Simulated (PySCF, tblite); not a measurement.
# C₅HBrN₂: circular dichroism and optical rotation, excited states

What do calculations give for the circular dichroism and optical rotation, excited states of C₅HBrN₂ (`N#CC=C=C(Br)C#N`)?

Programs: tblite 0.8.0 and PySCF 2.14.0, with routines of our own; each step states its level. All values are computed. Atoms count from 0.

## Step 1: The starting structure

9 atoms, charge 0, multiplicity 1; geometry from: force field or distance geometry start.

## Step 2: Relaxing the molecule with GFN2-xTB

Job settings and geometry (Å):

```
{"job": {"kind": "relax", "xc": "GFN2-xTB", "basis": "xTB"}, "charge": 0, "multiplicity": 1}
N     -2.561300     1.872400     0.435500
C     -2.012500     0.897300     0.115000
C     -1.338400    -0.310200    -0.259000
C     -0.075900    -0.348000     0.025500
C      1.191500    -0.399000     0.359100
Br     1.582000    -1.057100     2.066800
C      2.102800     0.062200    -0.623100
N      2.872000     0.435400    -1.401400
H     -1.746700    -1.147100    -0.743600
```

Launch:

```console
OMP_NUM_THREADS=1 python excited_run.py task.json out
```

This one command runs all jobs of the session in turn.

The log of the run:

```text
step      E/eV     max force
  0    -570.61149    2.515
  1    -570.52275    6.837
  2    -570.71986    0.815
  3    -570.74014    0.924
  4    -570.76476    0.756
  5    -570.79039    0.856
  6    -570.79682    1.178
  7    -570.81222    0.292
  8    -570.81796    0.280
  9    -570.82818    0.359
 10    -570.83522    0.316
 11    -570.84518    0.297
 12    -570.85280    0.187
 13    -570.85717    0.180
 14    -570.85911    0.142
 15    -570.86114    0.163
 16    -570.86291    0.104
 17    -570.86405    0.119
 18    -570.86490    0.116
 19    -570.86582    0.106
 20    -570.86675    0.083
 21    -570.86735    0.060
 22    -570.86765    0.049
 23    -570.86790    0.057
 24    -570.86823    0.059
 25    -570.86861    0.066
 26    -570.86902    0.077
 27    -570.86948    0.079
 28    -570.87006    0.098
 29    -570.87066    0.085
 30    -570.87109    0.050
 31    -570.87131    0.036
 32    -570.87149    0.042
 33    -570.87171    0.048
 34    -570.87193    0.038
 35    -570.87208    0.032
 36    -570.87217    0.028
 37    -570.87223    0.034
 38    -570.87230    0.034
 39    -570.87236    0.021
 40    -570.87239    0.020
 41    -570.87241    0.016
 42    -570.87244    0.017
 43    -570.87248    0.038
 44    -570.87255    0.045
 45    -570.87260    0.036
 46    -570.87262    0.015
 47    -570.87264    0.012
 48    -570.87265    0.019
 49    -570.87268    0.028
 50    -570.87271    0.030
 51    -570.87275    0.025
 52    -570.87278    0.020
 53    -570.87281    0.019
 54    -570.87283    0.017
 55    -570.87284    0.010
 56    -570.87284    0.004
```

Run time: 0.24 s. Hardware: 1 thread of Arm Neoverse V2, shared host.

The steps of the relaxation: (not every step is listed) (the energy doesn't fall at every step)

```
step  energy from step 0 (eV)  largest force (eV/Å)
   0                   0.0000                2.5146
   1                   0.0887                6.8367
   2                  -0.1084                0.8152
   3                  -0.1286                0.9237
   4                  -0.1533                0.7561
   5                  -0.1789                0.8562
   6                  -0.1853                1.1777
   7                  -0.2007                0.2915
   8                  -0.2065                0.2799
  12                  -0.2413                0.1873
  16                  -0.2514                0.1039
  20                  -0.2553                0.0832
  24                  -0.2567                0.0587
  28                  -0.2586                0.0983
  32                  -0.2600                0.0418
  36                  -0.2607                0.0277
  40                  -0.2609                0.0199
  44                  -0.2611                0.0453
  48                  -0.2612                0.0188
  51                  -0.2613                0.0252
  52                  -0.2613                0.0197
  53                  -0.2613                0.0185
  54                  -0.2613                0.0174
  55                  -0.2613                0.0100
  56                  -0.2613                0.0036
```

Distances of close pairs at the start and the end, largest changes first:

```
  bond  before (Å)  after (Å)  change (Å)
C4–Br5       1.871      1.935      +0.064
 C2–H8       1.050      1.084      +0.034
 N0–C1       1.164      1.144      -0.020
 C1–C2       1.433      1.414      -0.018
 C6–N7       1.156      1.144      -0.012
 C3–C4       1.312      1.302      -0.009
 C2–C3       1.295      1.303      +0.008
 C4–C6       1.417      1.411      -0.006
```

The end geometry stands in the next job.

## Step 3: Vibrational analysis with GFN2-xTB

Job settings and geometry (Å):

```
{"job": {"kind": "ir", "xc": "GFN2-xTB", "basis": "xTB"}, "charge": 0, "multiplicity": 1}
N     -2.756967     1.814761     0.365849
C     -2.124461     0.897905     0.104624
C     -1.362647    -0.248052    -0.221852
C     -0.085793    -0.322823     0.024471
C      1.185775    -0.382567     0.299766
Br     1.819627    -1.087402     1.986956
C      2.201675     0.031156    -0.587804
N      3.039944     0.357837    -1.294544
H     -1.903591    -1.054822    -0.702645
```

The log of the run:

```text
mode    cm-1     km/mol
  1      57.9      3.95
  2      73.5      4.76
  3     120.4      5.34
  4     146.8      7.64
  5     215.2      3.84
  6     333.2      7.66
  7     366.0     10.66
  8     428.5      5.11
  9     455.8      0.12
 10     513.8      2.24
 11     525.6      3.23
 12     607.8      0.93
 13     760.5     24.25
 14     918.1      8.95
 15    1006.7      5.80
 16    1128.9     10.76
 17    1375.9     11.24
 18    2006.2    145.19
 19    2371.6    208.05
 20    2380.1    103.49
 21    3021.5      1.44
```

Run time: 0.19 s. Hardware: 1 thread of Arm Neoverse V2, shared host.

Which atoms move in the most intense modes:

```
cm⁻¹  km/mol                       atoms
 366    10.7  C3 31 %, Br5 28 %, C4 13 %
 760    24.2            H8 69 %, C2 25 %
 918     8.9            C4 43 %, C2 29 %
1129    10.8            H8 65 %, C4 17 %
1376    11.2            C2 47 %, C4 43 %
2006   145.2   C3 66 %, C2 17 %, C4 16 %
2372   208.1            C6 51 %, N7 34 %
2380   103.5            C1 51 %, N0 34 %
```

## Step 4: Circular dichroism and optical rotation: TDDFT PBE0/aug-cc-pVDZ

The job, as its differences from that of step 3:

```diff
@@ -1,2 +1,2 @@
-{"job": {"kind": "ir", "xc": "GFN2-xTB", "basis": "xTB"}, "charge": 0, "multiplicity": 1}
+{"job": {"kind": "ecd", "xc": "PBE0", "basis": "aug-cc-pVDZ", "nstates": 16}, "charge": 0, "multiplicity": 1}
 N     -2.756967     1.814761     0.365849
```

Method: TDDFT PBE0/aug-cc-pVDZ circular dichroism and optical rotation, one conformer, gas phase.

The log of the run:

```text
coarse grid: 45944 points
cycle   1  E = -2873.9409967297  dE =  4.240e-01  |g| = 5.807e-01  |ddm| = 1.145e+01
cycle   2  E = -2873.4910269770  dE =  4.500e-01  |g| = 1.484e+00  |ddm| = 3.289e+00
cycle   3  E = -2874.0308082844  dE = -5.398e-01  |g| = 7.018e-02  |ddm| = 2.495e+00
cycle   4  E = -2874.0306086212  dE =  1.997e-04  |g| = 7.604e-02  |ddm| = 3.079e-01
cycle   5  E = -2874.0320621167  dE = -1.453e-03  |g| = 9.605e-03  |ddm| = 1.699e-01
cycle   6  E = -2874.0320824939  dE = -2.038e-05  |g| = 3.959e-03  |ddm| = 3.180e-02
cycle   7  E = -2874.0320849568  dE = -2.463e-06  |g| = 2.424e-03  |ddm| = 9.614e-03
final grid: 96472 points
cycle   8  E = -2874.0321066228  dE =  6.369e-06  |g| = 5.810e-03  |ddm| = 1.587e-02
cycle   9  E = -2874.0320681084  dE =  3.851e-05  |g| = 1.425e-02  |ddm| = 3.179e-02
cycle  10  E = -2874.0321143691  dE = -4.626e-05  |g| = 3.973e-04  |ddm| = 2.243e-02
cycle  11  E = -2874.0321144114  dE = -4.232e-08  |g| = 7.336e-05  |ddm| = 9.738e-04
cycle  12  E = -2874.0321144127  dE = -1.314e-09  |g| = 1.025e-05  |ddm| = 1.739e-04
cycle  13  E = -2874.0321144127  dE = -2.183e-11  |g| = 6.896e-06  |ddm| = 3.022e-05
converged SCF energy = -2874.0321144127

Singlet excitations and rotatory strengths (1e-40 esu^2 cm^2)
state   eV       nm     f(len)   f(vel)    R(len)    R(vel)   main configurations
  1   3.8667   320.6  0.00024  0.00028    -0.040    -0.019   H->L 0.99
  2   4.7608   260.4  0.02024  0.02034    10.720    10.454   H-1->L 0.57, H-2->L 0.39
  3   5.1837   239.2  0.00010  0.00008     0.744     0.674   H-1->L+1 0.92
  4   5.3912   230.0  0.00868  0.00818    -4.157    -4.367   H->L+1 0.47, H-2->L 0.35, H-1->L 0.12
  5   5.4468   227.6  0.00024  0.00024     2.994     3.143   H-3->L 0.95
  6   5.7076   217.2  0.61110  0.59678    -9.042    -7.731   H->L+1 0.38, H-1->L 0.25, H-2->L 0.21
  7   5.7443   215.8  0.03229  0.03168    63.490    62.946   H-2->L+1 0.88
  8   5.8059   213.5  0.02414  0.02358    25.941    25.511   H-4->L 0.84
  9   6.2067   199.8  0.07387  0.07172     1.357     1.248   H-5->L 0.60, H-3->L+1 0.30
 10   6.2733   197.6  0.00071  0.00059    -2.109    -2.355   H->L+2 0.90
 11   6.5230   190.1  0.00064  0.00062    -0.953    -1.003   H-5->L+1 0.72, H-4->L+1 0.21
 12   6.7996   182.3  0.01552  0.01674   -23.702   -23.252   H-6->L 0.94
 13   6.8702   180.5  0.20199  0.19592   -34.297   -33.501   H-3->L+1 0.38, H-5->L 0.21, H-1->L+2 0.14
 14   6.9942   177.3  0.09346  0.09071    -7.846    -7.741   H-7->L 0.36, H-4->L+1 0.33, H-5->L+1 0.10
 15   7.0411   176.1  0.00243  0.00259    17.860    17.088   H-7->L 0.53, H-4->L+1 0.24, H-1->L+2 0.10
 16   7.1265   174.0  0.01911  0.01908   -10.963   -10.935   H->L+3 0.82

Specific rotation (deg / (dm g/mL))
    nm     length   length(OI)   velocity    alpha(len)  alpha(vel)
  633.0     247.71     249.05     247.37      102.413    100.113
  589.3     297.02     298.63     296.60      103.211    100.896
  546.0     363.25     365.20     362.72      104.232    101.897
  436.0     701.85     705.53     700.69      108.768    106.342
  405.0     898.48     903.12     896.94      111.021    108.552
  365.0    1326.10    1332.73    1324.06      115.296    112.744
  355.0    1487.10    1494.44    1485.20      116.742    114.163
```

Run time: 70 s. Hardware: 1 thread of Arm Neoverse V2, shared host; peak memory 0.88 GiB.

## Step 5: Excited states: TDA LC-wPBE/aug-cc-pVDZ

The job, as its differences from that of step 4:

```diff
@@ -1,2 +1,2 @@
-{"job": {"kind": "ecd", "xc": "PBE0", "basis": "aug-cc-pVDZ", "nstates": 16}, "charge": 0, "multiplicity": 1}
+{"job": {"kind": "states", "xc": "LC-wPBE", "basis": "aug-cc-pVDZ", "tda": true, "soc": true, "nstates": 8, "ntriplets": 6, "nquad": 4}, "charge": 0, "multiplicity": 1}
 N     -2.756967     1.814761     0.365849
```

Level: TDA LC-wPBE/aug-cc-pVDZ excited states, vertical, gas phase, spin-orbit mean-field couplings.

The log of the run:

```text
coarse grid: 45944 points
cycle   1  E = -2873.8836298536  dE =  7.025e-01  |g| = 8.299e-01  |ddm| = 1.142e+01
cycle   2  E = -2873.7189782479  dE =  1.647e-01  |g| = 1.280e+00  |ddm| = 3.927e+00
cycle   3  E = -2874.0814401016  dE = -3.625e-01  |g| = 7.473e-02  |ddm| = 2.583e+00
cycle   4  E = -2874.0831953085  dE = -1.755e-03  |g| = 4.513e-02  |ddm| = 4.109e-01
cycle   5  E = -2874.0837279685  dE = -5.327e-04  |g| = 1.495e-02  |ddm| = 1.603e-01
cycle   6  E = -2874.0837857633  dE = -5.779e-05  |g| = 7.196e-03  |ddm| = 5.074e-02
cycle   7  E = -2874.0837996035  dE = -1.384e-05  |g| = 2.258e-03  |ddm| = 1.911e-02
cycle   8  E = -2874.0838014545  dE = -1.851e-06  |g| = 7.312e-04  |ddm| = 9.475e-03
final grid: 96472 points
cycle   9  E = -2874.0836957697  dE = -2.500e-07  |g| = 7.610e-04  |ddm| = 1.084e-02
cycle  10  E = -2874.0836957464  dE =  2.329e-08  |g| = 8.951e-04  |ddm| = 3.979e-03
cycle  11  E = -2874.0836959253  dE = -1.788e-07  |g| = 1.474e-04  |ddm| = 1.865e-03
cycle  12  E = -2874.0836959308  dE = -5.565e-09  |g| = 4.174e-05  |ddm| = 3.801e-04
cycle  13  E = -2874.0836959320  dE = -1.207e-09  |g| = 1.892e-05  |ddm| = 2.299e-04
cycle  14  E = -2874.0836959322  dE = -1.614e-10  |g| = 4.742e-06  |ddm| = 7.731e-05
converged SCF energy = -2874.0836959322

Singlet excitations
state   eV       nm        f     d(h-e)  d(exc)  Lambda  PR(NTO)  |dmu|/D   mu/D   main configurations
  1   4.4227   280.3   0.00008   0.648   2.943   0.545   1.059    2.088    4.165   H->L 0.93
  2   5.5187   224.7   0.01246   1.076   2.871   0.643   1.035    3.250    5.458   H-2->L 0.50, H-1->L 0.33
  3   5.7841   214.4   0.00023   1.135   2.910   0.406   1.068    3.576    5.343   H-1->L+1 0.80
  4   6.1871   200.4   0.00019   0.751   2.729   0.445   1.564    2.432    4.113   H-3->L 0.67, H->L+3 0.12
  5   6.4590   192.0   0.01274   0.439   3.113   0.683   2.217                     H->L+1 0.54, H-1->L 0.19, H-2->L 0.16
  6   6.5430   189.5   1.19873   0.376   2.905   0.672   2.237                     H-1->L 0.34, H->L+1 0.33, H-2->L 0.16
  7   6.6684   185.9   0.00150   1.415   2.838   0.444   1.056                     H-4->L 0.60, H-5->L 0.14, H-4->L+3 0.09
  8   6.7820   182.8   0.00061   1.218   2.938   0.394   1.171                     H-2->L+1 0.62, H-5->L+1 0.15

Triplet excitations (Tamm-Dancoff)
state   eV     d(h-e)  d(exc)  Lambda  PR(NTO)   main configurations
  1   3.6226   0.159   2.515   0.695   1.756   H-1->L 0.51, H->L+1 0.20
  2   3.8789   0.136   2.499   0.696   1.735   H->L+1 0.56, H-1->L 0.20, H-3->L+1 0.08
  3   3.9007   0.582   2.854   0.539   1.072   H->L 0.91
  4   4.8108   0.879   2.625   0.597   1.066   H-2->L 0.65, H-1->L 0.10
  5   5.3692   0.884   2.809   0.410   1.423   H-1->L+1 0.64, H-2->L+1 0.09, H-3->L 0.08
  6   5.5727   0.434   2.657   0.437   2.152   H-3->L 0.53, H-1->L+1 0.12, H->L+3 0.09
S1 - T1 = 0.8001 eV

Spin-orbit couplings |<S|Hso|T>| (cm-1)
             T1       T2       T3       T4       T5       T6
S0      114.325  109.279  725.906 1061.624  274.716  722.505
S1      207.003   87.701    3.651  686.237    6.217   19.442
S2      180.756   92.251  784.913   75.122  324.600  663.268
S3       72.284   98.521    4.691  148.780   13.854    5.361
S4      164.628  104.013   21.087  821.846    0.299    6.007
S5       65.720   43.582  235.143  172.814  237.174  188.765
S6       42.756   33.494  110.363  208.952   66.463  121.358
S7       22.485   19.631   44.583   42.410   27.270   36.916
S8      136.218  238.625    5.125   75.907  201.912   66.599
T1 sublevels (cm-1): 0.000 4.877 6.293   radiative rates (1/s): 34.4 4.72e+03 40.9
```

Wall time 50 s (1 thread of Arm Neoverse V2, shared host); peak memory 0.78 GiB.

Key values:

```
  quantity    value
S1 less T1  0.80 eV
```

## Step 6: What came out

| quantity | value |
| --- | --- |
| strongest single infrared mode (GFN2-xTB) | 2372 cm⁻¹, 208 km/mol |
| zero-point energy (GFN2-xTB) | 26.9 kcal/mol |
| state of largest rotatory strength (velocity form) among 16 (step 4, TDDFT PBE0/aug-cc-pVDZ) | 5.74 eV, R = +62.9 (velocity), +63.5 (length) ·10⁻⁴⁰ esu² cm² |
| specific rotation at 633.0 nm (step 4, TDDFT PBE0/aug-cc-pVDZ) | 247.4 (velocity), 247.7 (length) |
| S1 less T1 (step 5, TDA LC-wPBE/aug-cc-pVDZ) | 0.80 eV |

What this shows: No mode is imaginary among the 21: a minimum at this level. The strongest single mode, at 2372 cm⁻¹, moves mainly C6 and N7. Unscaled tight-binding wavenumbers are off by several per cent, some by more. Its intensities can rank the bands wrongly. Steps that list no spin-orbit terms leave them out, which matters at and beside the heavy atoms. Rotations belong to one conformer and to the handedness of the start. Scalar relativity is left out for the heavy atoms. In step 5, the number of triplets below S1 is 3, and the largest singlet-triplet spin-orbit coupling is S0–T4, 1061.62 cm⁻¹.
